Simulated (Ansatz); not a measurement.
# BH3NO2 radical: two torsions

Aim: map the energy of BH₃NO₂, SMILES [NH]B(O)O, spin multiplicity 2 over two coordinates, and find its wells, ridges and stiffness.

Program: Ansatz 0.2.0. Level of theory: UKS PBE-D4/def2-TZVP. These are calculated values, not measurements.

**1. Where the work starts**

SMILES `[NH]B(O)O`, 7 atoms, charge 0, spin multiplicity 2.

Atoms are counted from 1 here; the program's logs count them from 0.

Bond lengths: N1–B2 1.458 Å, N1–H5 1.036 Å, B2–O3 1.373 Å, B2–O4 1.381 Å, O3–H6 0.975 Å, O4–H7 0.974 Å. Angles: B2–N1–H5 112.5°, N1–B2–O3 120.3°, N1–B2–O4 120.0°, O3–B2–O4 119.6°, B2–O3–H6 110.8°, B2–O4–H7 110.9°.

Coordinates:

```
N    -1.29295    0.56495   -0.22748
B     0.00047   -0.04596    0.05440
O     0.43791   -0.17723    1.34955
O     0.75751   -0.56610   -0.97624
H    -1.40241    1.48866    0.22957
H     1.22013   -0.75835    1.39306
H     0.27935   -0.50598   -1.82285
```

This geometry comes from a loose relaxation at PBE in a small basis, which is not shown.

**3. Plan of the scan**

First coordinate, dihedral N1–B2–O4–H7: 10 values from −180 to 144 °, periodic. Second coordinate, dihedral N1–B2–O3–H6: 10 values from −180 to 144 °, periodic.

Nothing else is relaxed (all other coordinates rigid). Energies count from the relaxed molecule at the same level. Points are written as (first, second).

(The set-up runs are not shown.)

**4. Grid point (144°, 108°)**

The input, input.yaml:

```yaml
crystal:
  periodic: [false, false, false]
  atoms:
    - { symbol: "N", position_ang: [-1.304732, 0.545957, -0.184021] }
    - { symbol: B, position_ang: [-0.004213, -0.05463, 0.075614] }
    - { symbol: O, position_ang: [0.45005, -0.206797, 1.363785] }
    - { symbol: O, position_ang: [0.744592, -0.553658, -0.975361] }
    - { symbol: H, position_ang: [-1.40494, 1.515584, 0.145912] }
    - { symbol: H, position_ang: [0.436343, -1.140472, 1.637775] }
    - { symbol: H, position_ang: [1.696204, -0.407168, -0.843943] }
magnetization:
  spin_polarized: true
  initial_magnetization: 1
basis:
  gaussian: { orbitals: def2-TZVP }
hamiltonian:
  xc: pbe
  dispersion: d4
output:
  forces: true
```

Started as:

```bash
$ ansatz run input.yaml --threads 1 --pin off --max-ram 2560MiB --backend cpu --events-out ev --progress --plain --runs-dir out
```

Further runs follow: all other points of the grid.

**Question.** What will these runs give? Wanted: lowest point; highest computed point; dipole moment.

The runs gave:

| quantity | value |
| --- | --- |
| lowest point | (0°, −180°), 1.2 kJ/mol |
| highest computed point | (108°, −108°), 81 kJ/mol above the lowest |
| dipole moment (D) | 0.49 at (0°, 108°) to 4.09 at (108°, −108°); 1.51 at the lowest point |
| time for the whole task | 9.3 min on 1 thread, shared host |

The lowest computed point is at (0°, −180°), 1.2 kJ/mol from the relaxed molecule at the same level. There are further wells near (0°, 0°) (6 kJ/mol above the lowest at that grid point); (−180°, 0°) (7 kJ/mol above the lowest at that grid point); (−180°, 144°) (25 kJ/mol above the lowest at that grid point). The highest computed point, (108°, −108°), lies 81 kJ/mol above the lowest. On the interpolated surface the easiest way out of the lowest well to the well at (0°, 0°) passes a barrier of about 31 kJ/mol. Round the minimum the two coordinates are nearly uncoupled.
